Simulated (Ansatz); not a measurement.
# C₃H₁₁NTi: small, medium and large basis sets

Aim: see how fast density functionals converge with the basis set for C₃H₁₁NTi.

Method: one geometry, several basis sets; program: Ansatz 0.2.0, Gaussian basis.

Levels to be run: PBE0-D4/def2-SVP; ωB97M-V/def2-SVP; PBE0-D4/def2-QZVPP; ωB97M-V/def2-QZVPP; the functionals' def2-TZVPP values are taken from earlier runs.

## 1. The geometry

All runs share one geometry, relaxed beforehand with PBE0-D4 in a triple-zeta def2 set.

16 atoms, charge 0, spin multiplicity 1.

Atoms are counted from 1 here; the program's logs count them from 0.

Bond lengths: C1–Ti2 2.073 Å, C1–H6 1.095 Å, C1–H7 1.095 Å, C1–H8 1.097 Å, Ti2–C3 2.069 Å, Ti2–C4 2.069 Å, Ti2–N5 1.878 Å, C3–H9 1.096 Å, C3–H10 1.096 Å, C3–H11 1.096 Å, C4–H12 1.096 Å, C4–H13 1.096 Å, C4–H14 1.095 Å, N5–H15 1.011 Å, N5–H16 1.011 Å. Angles: Ti2–C1–H6 111.2°, Ti2–C1–H7 111.0°, Ti2–C1–H8 108.8°, H6–C1–H7 108.3°, H6–C1–H8 108.7°, H7–C1–H8 108.7°, C1–Ti2–C3 107.0°, C1–Ti2–C4 106.7°, C1–Ti2–N5 108.7°, C3–Ti2–C4 110.6°, C3–Ti2–N5 111.9°, C4–Ti2–N5 111.7°, Ti2–C3–H9 110.0°, Ti2–C3–H10 109.6°, Ti2–C3–H11 111.5°, H9–C3–H10 108.6°, H9–C3–H11 108.7°, H10–C3–H11 108.4° and more.

## 2. PBE0-D4 in def2-SVP

in.yaml reads:

```yaml
crystal:
  periodic: [false, false, false]
  atoms:
    - {symbol: C, position_ang: [-0.777732, 0.302075, -1.781846]}
    - {symbol: Ti, position_ang: [-0.055646, 0.135129, 0.153859]}
    - {symbol: C, position_ang: [2.005966, 0.265605, 0.043107]}
    - {symbol: C, position_ang: [-0.629894, -1.728435, 0.844954]}
    - {symbol: N, position_ang: [-0.790634, 1.517274, 1.191371]}
    - {symbol: H, position_ang: [-1.869826, 0.228738, -1.804406]}
    - {symbol: H, position_ang: [-0.488438, 1.259513, -2.227319]}
    - {symbol: H, position_ang: [-0.357358, -0.509771, -2.387772]}
    - {symbol: H, position_ang: [2.452316, -0.038133, 0.996934]}
    - {symbol: H, position_ang: [2.374367, -0.402171, -0.744236]}
    - {symbol: H, position_ang: [2.332604, 1.285569, -0.187635]}
    - {symbol: H, position_ang: [-0.119187, -1.951705, 1.788629]}
    - {symbol: H, position_ang: [-0.355470, -2.492800, 0.108688]}
    - {symbol: H, position_ang: [-1.711452, -1.780536, 1.011184]}
    - {symbol: H, position_ang: [-0.367681, 2.423713, 1.341584]}
    - {symbol: H, position_ang: [-1.664937, 1.463136, 1.697101]}
basis:
  gaussian: {orbitals: def2-SVP}
hamiltonian: {xc: pbe0, dispersion: d4}
output: {orbitals: {seedname: orbitals}}
```

Launch:

```bash
$ ansatz run in.yaml --threads 4 --pin off --events-out ev --progress --plain --max-ram 11315MiB
```

After this run come: ωB97M-V in def2-SVP; PBE0-D4 in def2-QZVPP; ωB97M-V in def2-QZVPP.

**Question.** What will the summary of the whole plan be? Wanted: PBE0-D4: double and triple zeta above quadruple; ωB97M-V: double and triple zeta above quadruple.

The runs gave:

| quantity | value |
| --- | --- |
| PBE0-D4: double and triple zeta above quadruple | 9.33, 0.75 eV |
| ωB97M-V: double and triple zeta above quadruple | 9.62, 0.71 eV |

In words: For PBE0-D4 the step from double to triple zeta gains 8.58 eV and the next only 0.75 eV. Total energies overstate the basis error of differences, where much of it tends to cancel.
